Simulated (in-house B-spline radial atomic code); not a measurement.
**Mg⁺: a fraction of an electron removed from 2s**

Aim: the energy of Mg⁺ as a fraction of an electron is removed from 2s, to see how far it bends away from a straight line.

The numbers are computed with in-house B-spline radial atomic code version 1 (non-relativistic HSE06, spin-polarised, spherical fractional occupations, point nucleus, basis-set limit), except any that are marked as measured or tabulated.

## Step 1: Starting point

```
element       : magnesium (Z = 12)
charge        : +1
electrons     : 11
configuration : [Ne] 3s1
Hamiltonian   : non-relativistic
nucleus       : point
```

Outer shells as boxes (Hund's rule):

[Ne] 3s1
```
[Ne] core
3s [↑ ]
```

Where spins are not typed, each open shell is filled with up spins first.

## Step 2: The start, at fraction 0

The run's settings:

```ini
Z = 12
electrons = 11.0
configuration = [Ne] 3s1
hamiltonian = nr
method = hse06
spin_polarised = True
```

## Step 3: 0.06 electron removed from 2s

The run's settings:

```ini
Z = 12
electrons = 10.94
configuration = [He] 2s1.94 2p6 3s1
hamiltonian = nr
method = hse06
spin_polarised = True
```

## Step 4: 0.2 electron removed from 2s

The run's settings:

```ini
Z = 12
electrons = 10.8
configuration = [He] 2s1.8 2p6 3s1
hamiltonian = nr
method = hse06
spin_polarised = True
```

## Step 5: 0.27 electron removed from 2s

The run's settings:

```ini
Z = 12
electrons = 10.73
configuration = [He] 2s1.73 2p6 3s1
hamiltonian = nr
method = hse06
spin_polarised = True
```

## Step 6: 0.47 electron removed from 2s

The run's settings:

```ini
Z = 12
electrons = 10.53
configuration = [He] 2s1.53 2p6 3s1
hamiltonian = nr
method = hse06
spin_polarised = True
```

## Step 7: 0.5 electron removed from 2s

The run's settings:

```ini
Z = 12
electrons = 10.5
configuration = [He] 2s1.5 2p6 3s1
hamiltonian = nr
method = hse06
spin_polarised = True
```

## Step 8: 0.61 electron removed from 2s

The run's settings:

```ini
Z = 12
electrons = 10.39
configuration = [He] 2s1.39 2p6 3s1
hamiltonian = nr
method = hse06
spin_polarised = True
```

## Step 9: 0.72 electron removed from 2s

The run's settings:

```ini
Z = 12
electrons = 10.28
configuration = [He] 2s1.28 2p6 3s1
hamiltonian = nr
method = hse06
spin_polarised = True
```

## Step 10: 0.85 electron removed from 2s

The run's settings:

```ini
Z = 12
electrons = 10.15
configuration = [He] 2s1.15 2p6 3s1
hamiltonian = nr
method = hse06
spin_polarised = True
```

## Step 11: 0.97 electron removed from 2s

The run's settings:

```ini
Z = 12
electrons = 10.03
configuration = [He] 2s1.03 2p6 3s1
hamiltonian = nr
method = hse06
spin_polarised = True
```

## Step 12: 1 electron removed from 2s

The run's settings:

```ini
Z = 12
electrons = 10.0
configuration = [He] 2s1 2p6 3s1
hamiltonian = nr
method = hse06
spin_polarised = True
```

Q: How does the energy change with the fraction, and which way and how far does it bend from the straight line between the ends?

As calculated:

| fraction | energy change (eV) | less the straight line (eV) | level 2s down (eV) | sum of <r²> (bohr²) |
| --- | --- | --- | --- | --- |
| 0 | 0.0000 | 0.0000 | -93.891 | 13.714 |
| 0.06 | 5.6638 | -0.4888 | -94.899 | 13.389 |
| 0.2 | 19.1156 | -1.3929 | -97.276 | 12.690 |
| 0.27 | 25.9670 | -1.7195 | -98.478 | 12.367 |
| 0.47 | 46.0092 | -2.1858 | -101.95 | 11.531 |
| 0.5 | 49.0758 | -2.1955 | -102.48 | 11.415 |
| 0.61 | 60.4556 | -2.0954 | -104.42 | 11.009 |
| 0.72 | 72.0499 | -1.7808 | -106.38 | 10.628 |
| 0.85 | 86.0313 | -1.1299 | -108.72 | 10.208 |
| 0.97 | 99.2077 | -0.2587 | -110.89 | 9.8456 |
| 1 | 102.5426 | 0.0000 | empty | 9.7585 |

What this shows: From fraction 0 to 1 the energy changes by 102.543 eV. It sags under the straight line by up to 2.20 eV (at 0.5). Slater's transition state, the slope from the orbital energy at fraction 0.5 (Janak's theorem), gives 102.481 eV for the whole step.
